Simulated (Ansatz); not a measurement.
# Na3Cl2 (Cmmm) in Ansatz: a series of runs, part 2 of 2

Ansatz 0.2.0. Earlier steps stand in the parts before.

## (3) Relaxation of cell and atoms, r2SCAN+D4

The input, input.yaml:

```yaml
crystal:
  lattice:
    - [1.759951, -10.170256, 0.0]
    - [1.759951, 10.170256, 0.0]
    - [0.0, 0.0, 3.527636]
  atoms:
    - { symbol: Cl, position: [0.086598, 0.913402, 0.5] }
    - { symbol: Cl, position: [0.913402, 0.086598, 0.5] }
    - { symbol: Na, position: [0.668989, 0.331011, 0.0] }
    - { symbol: Na, position: [0.331011, 0.668989, 0.0] }
    - { symbol: Na, position: [0.5, 0.5, 0.0] }
hamiltonian:
  xc: r2scan
  pseudopotentials: { kind: paw }
  dispersion: d4
kpoints:
  mp_grid: { grid: [8, 8, 8] }
scf:
  occupations: { method: fermi_dirac, width: 0.05 }
output:
  forces: true
  stress: true
  eigenvalues: true
relax:
  f_tol: 0.01
  max_steps: 40
  cell: { stress_tol: 0.05 }
```

Potentials or basis: Ansatz PAW.

The run is started by

```sh
ansatz run input.yaml --threads 2 --pin off --max-ram 5632MiB --backend cpu --events-out ev --progress --plain --runs-dir out
```

The log of the run:

```text
Warning: RAYON_NUM_THREADS=2 ignored (pool sized by the plan → 2); use --threads N
basis.fft_grid_basis auto: the FFT boxes are laid along the combinations [[1, 1, 0], [0, 1, 0], [0, 0, 1]] of the cell's own vectors, 3.520, 10.321 and 3.528 Å long. The dense box has 27×80×27 points. Along the cell's own vectors, as sized, it would have 80×80×27, 2.96 times as many. Of the 8 symmetry operations that the crystal satisfies within crystal.symmetry.tolerance (time reversal apart; of a slab, those that keep its plane) the dense box along the cell's own vectors carries 8, and the one as laid loses 4 of those. basis.fft_grid_basis: typed keeps the cell's own vectors: state it where this run's energies or levels are differenced outside the engine with another run's, or held beside a run that keeps those vectors.
Engine: ansatz 0.2.0, aarch64-unknown-linux-gnu
Pseudopotentials: kind: paw
Pseudopotential: Cl, paw, valence charge 7, recommended cutoff 500 eV (meta_gga), Cl.paw.azcp
Pseudopotential: Na, paw, valence charge 9, recommended cutoff 500 eV (meta_gga), Na.paw.azcp
Functional definition: r2SCAN
  parameter k0 = 0.174
  parameter k1 = 0.065
  parameter a1 = 4.9479
  exchange = r2scan_x(k0 = k0, k1 = k1, a1 = a1)
  correlation = r2scan_c
Crystal: 5 atoms, lattice volume = 126.283 Å³
Basis set: ecut = 500 eV, 3215 PW (Γ), FFT grids on a1+a2, a2, a3, exchange–correlation on 108×320×108 points (64 copies of the dense FFT grid, shifted against one another)
[... 119 lines left out ...]
  atom   5  Na     0.00000000    -0.00000000     0.00000000
  max |Σ_I F_I| component: 3.94e-31 eV/Å
--- Stress (GPa, compression-positive) ---
       -0.011161      -0.000000      -0.000000
       -0.000000       0.016868       0.000000
       -0.000000       0.000000      -0.019450
  P = ⅓ Tr σ = -0.0046 GPa (-0.046 kbar)
--- Band table (eV; the first three rows and the last of 105) ---
  k-point 0: bands = ["-51.6224", "-51.1582", "-51.1578", "-22.0424", "-22.0142", "-22.0136", "-21.5683", "-21.5595", "-21.5580", "-21.5573", "-21.5568", "-21.5548", "-13.2921", "-13.0914", "-1.9627", "-0.6776", "0.1927", "0.2223", "0.3207", "0.3498", "2.9378", "6.7371", "6.8705", "9.1116", "10.1261", "10.4169"]
  k-point 1: bands = ["-51.6222", "-51.1580", "-51.1575", "-22.0413", "-22.0203", "-22.0131", "-21.5675", "-21.5638", "-21.5628", "-21.5589", "-21.5568", "-21.5538", "-13.2404", "-13.0463", "-1.8768", "-0.6233", "-0.2584", "-0.0619", "0.2291", "0.3590", "3.1644", "7.1139", "7.1529", "9.4067", "10.2920", "10.4760"]
  k-point 2: bands = ["-51.6216", "-51.1575", "-51.1570", "-22.0387", "-22.0349", "-22.0117", "-21.5784", "-21.5769", "-21.5649", "-21.5577", "-21.5555", "-21.5518", "-13.1109", "-12.9335", "-1.6595", "-1.1959", "-0.9394", "-0.4481", "0.3192", "0.4539", "3.7682", "7.7350", "7.7485", "9.3873", "10.0438", "10.1958"]
  k-point 104: bands = ["-51.6208", "-51.1567", "-51.1562", "-22.0554", "-22.0350", "-22.0099", "-21.5986", "-21.5966", "-21.5610", "-21.5558", "-21.5537", "-21.5496", "-12.9151", "-12.7640", "-2.2657", "-1.9264", "-1.2837", "-0.2552", "0.4529", "0.5951", "5.9510", "6.2457", "7.4767", "8.5624", "10.3620", "10.9854"]
--- Relaxed structure (4 steps of the walk, 4 accepted, 1 SCFs on fresh bases) ---
  F+E_penalty+E_count = -6640.53304792 eV   max|allowed force component| = 4.234e-3 eV/Å   (the final SCF, on the basis selected at the relaxed cell)
  cell:  # Å, volume = 121.7448 Å³
    - [1.7359549652501551, -10.13303994149096, 0.0]
    - [1.7359549652501551, 10.13303994149096, 0.0]
    - [0.0, 0.0, 3.460527649548161]
  atoms:
    - { symbol: Cl, position: [0.08539727080001824, 0.9146027291999818, 0.5] }
    - { symbol: Cl, position: [0.9146027291999818, 0.08539727080001824, 0.5] }
    - { symbol: Na, position: [0.6671828483278235, 0.3328171516721765, 0.0] }
    - { symbol: Na, position: [0.3328171516721765, 0.6671828483278235, 0.0] }
    - { symbol: Na, position: [0.5, 0.5, 0.0] }
```

Run time: 2.6 min. Hardware: 2 threads of Arm Neoverse V1, shared host; peak memory 0.84 GiB.

What came out:

| Item | Value |
| --- | --- |
| Free energy | -6640.5330 eV |
| Relaxed volume | 24.35 Å³/atom |
| Relaxed cell | a = 10.281 Å, b = 10.281 Å, c = 3.461 Å, α = 90.00°, β = 90.00°, γ = 160.56° |
| Space group after relaxing (to 0.05 Å) | Cmmm (No. 65) |
| Energy gained by relaxing | 3.9 meV/atom |
| Ionic steps | 5 |
| Pressure after relaxing | 0.0 GPa |
| Largest force after relaxing | 0.004 eV/Å |
| Band gap on the k mesh | none (metal or under the smearing width) |

Forces on the atoms (eV/Å):
```
Cl   0.000  0.001  0.000
Cl   0.000 -0.001  0.000
Na   0.000 -0.004  0.000
Na   0.000  0.004  0.000
Na   0.000  0.000  0.000
```

Step by step:
```tsv
step	energy change (eV)	largest force (eV/Å)	volume (Å³)
1	0.0000	0.1045	126.28
2	-0.0150	0.0429	124.54
3	-0.0194	0.0101	122.35
4	-0.0198	0.0041	121.74
5	-0.0195	0.0042	121.74
```

Final structure:
```
Cl Na
1.0
     1.73595  -10.13304    0.00000
     1.73595   10.13304    0.00000
     0.00000    0.00000    3.46053
Cl Na
2 3
Direct
  0.08540 0.91460 0.50000
  0.91460 0.08540 0.50000
  0.66718 0.33282 0.00000
  0.33282 0.66718 0.00000
  0.50000 0.50000 0.00000
```

Levels at points of the mesh, in eV from the Fermi level:
| k point | band 17 | band 18 | band 19 | band 20 | band 21 | band 22 | band 23 | band 24 | band 25 | band 26 |
| --- | --- | --- | --- | --- | --- | --- | --- | --- | --- | --- |
| (0.00, 0.00, 0.00) | -4.74 | -4.71 | -4.61 | -4.58 | -1.99 | 1.81 | 1.94 | 4.18 | 5.20 | 5.49 |
| (0.00, 0.00, -0.50) | -6.23 | -5.16 | -4.47 | -4.33 | 0.86 | 1.12 | 3.40 | 4.07 | 4.65 | 4.73 |
| (0.00, -0.50, 0.00) | -6.23 | -5.18 | -4.45 | -4.31 | 1.05 | 1.05 | 2.89 | 3.82 | 5.12 | 5.20 |
| (0.00, -0.50, -0.50) | -6.36 | -6.35 | -5.81 | -4.83 | 2.27 | 2.96 | 3.57 | 3.59 | 3.96 | 3.97 |
| (-0.50, -0.50, 0.00) | -4.74 | -4.71 | -4.61 | -4.58 | -1.73 | 0.81 | 3.19 | 3.53 | 5.20 | 5.60 |
| (-0.50, -0.50, -0.50) | -6.21 | -5.18 | -4.48 | -4.33 | 1.02 | 1.32 | 2.55 | 3.63 | 5.43 | 6.06 |

Caveat: the plane-wave basis is chosen anew once the cell has moved, so the energies of steps on either side of that aren't comparable; an odd number of electrons without spin polarisation forces a metal; a magnetic or distorted state may lie lower; pairwise dispersion overbinds metals, which lowers pressure and volume; the PAW data sets come from PBE, with cores solved anew for the run's functional, which leaves a small shift of forces and pressure.

## (4) Relaxation of cell and atoms, r2SCAN+rVV10

Edit input.yaml of step 3 so:

```diff
@@ -14,3 +14,3 @@
   pseudopotentials: { kind: paw }
-  dispersion: d4
+  dispersion: rvv10
 kpoints:
@@ -23,2 +23,6 @@
   eigenvalues: true
+  write_density: true
+  write_potential: true
+  elf: true
+  volumetric_format: npy
 relax:
```

The run is started by

```sh
ansatz run input.yaml --threads 2 --pin off --max-ram 5632MiB --backend cpu --events-out ev --progress --plain --runs-dir out
```

Wall time 3.5 min (2 threads of Arm Neoverse V1, shared host); peak memory 0.96 GiB.

The run converged. Its results:

```yaml
Free_energy: -6637.8347 eV
Relaxed_volume: 24.08 Å³/atom
Relaxed_cell: a = 10.253 Å, b = 10.253 Å, c = 3.445 Å, α = 90.00°, β = 90.00°, γ = 160.58°
Space_group_after_relaxing_to_0.05_Å: Cmmm (No. 65)
Energy_gained_by_relaxing: 5.8 meV/atom
Ionic_steps: 5
Pressure_after_relaxing: 0.0 GPa
Largest_force_after_relaxing: 0.004 eV/Å
Band_gap_on_the_k_mesh: none (metal or under the smearing width)
```

Forces on the atoms (eV/Å):
```
Cl   0.000  0.004  0.000
Cl   0.000 -0.004  0.000
Na   0.000  0.000  0.000
Na   0.000  0.000  0.000
Na   0.000  0.000  0.000
```

The path:
```
step  energy change (eV)  largest force (eV/Å)  volume (Å³)
   1              0.0000                0.1181       126.28
   2             -0.0226                0.0515       123.76
   3             -0.0293                0.0137       120.53
   4             -0.0295                0.0039       120.41
   5             -0.0291                0.0039       120.41
```

Final structure:
```cif
data_structure
_symmetry_space_group_name_H-M 'P 1'
_symmetry_Int_Tables_number 1
_cell_length_a 10.2533
_cell_length_b 10.2533
_cell_length_c 3.4447
_cell_angle_alpha 90.000
_cell_angle_beta 90.000
_cell_angle_gamma 160.581
_cell_volume 120.41
loop_
_atom_site_label
_atom_site_type_symbol
_atom_site_fract_x
_atom_site_fract_y
_atom_site_fract_z
_atom_site_occupancy
Cl1 Cl 0.08536 0.91464 0.50000 1
Cl2 Cl 0.91464 0.08536 0.50000 1
Na1 Na 0.66720 0.33280 0.00000 1
Na2 Na 0.33280 0.66720 0.00000 1
Na3 Na 0.50000 0.50000 0.00000 1
```

Levels at points of the mesh, in eV from the Fermi level:
```csv
k point,band 19,band 20,band 21,band 22,band 23,band 24
"(0.00, 0.00, 0.00)",-4.59,-4.55,-2.01,1.82,1.96,4.18
"(0.00, 0.00, -0.50)",-4.45,-4.30,0.87,1.12,3.40,4.08
"(0.00, -0.50, 0.00)",-4.42,-4.28,1.05,1.05,2.88,3.83
"(0.00, -0.50, -0.50)",-5.82,-4.81,2.24,2.94,3.57,3.58
"(-0.50, -0.50, 0.00)",-4.59,-4.55,-1.73,0.82,3.20,3.53
"(-0.50, -0.50, -0.50)",-4.45,-4.30,1.04,1.32,2.53,3.64
```

Caveat: the plane-wave basis is chosen anew once the cell has moved, so the energies of steps on either side of that aren't comparable; an odd number of electrons without spin polarisation forces a metal; a magnetic or distorted state may lie lower; pairwise dispersion overbinds metals, which lowers pressure and volume; the PAW data sets come from PBE, with cores solved anew for the run's functional, which leaves a small shift of forces and pressure.

## (5) Overview

```csv
level,gap on the mesh (eV),pressure (GPa),relaxed volume (Å³/atom)
r2SCAN+D3(BJ)-ATM,none,0.0,23.96
r2SCAN+D4,none,0.0,24.35
r2SCAN+rVV10,none,0.0,24.08
```

Alike in all rows: task relaxation of cell and atoms; potentials or basis Ansatz PAW; no spin polarisation; cell relaxed; k mesh 8 × 8 × 8; cutoff (eV) 500; smearing fermi-dirac 0.05 eV.

Caveats: the plane-wave basis is chosen anew once the cell has moved, so the energies of steps on either side of that aren't comparable; an odd number of electrons without spin polarisation forces a metal; a magnetic or distorted state may lie lower; pairwise dispersion overbinds metals, which lowers pressure and volume; the PAW data sets come from PBE, with cores solved anew for the run's functional, which leaves a small shift of forces and pressure.

Absolute energies hang on the potentials; compare differences alone.
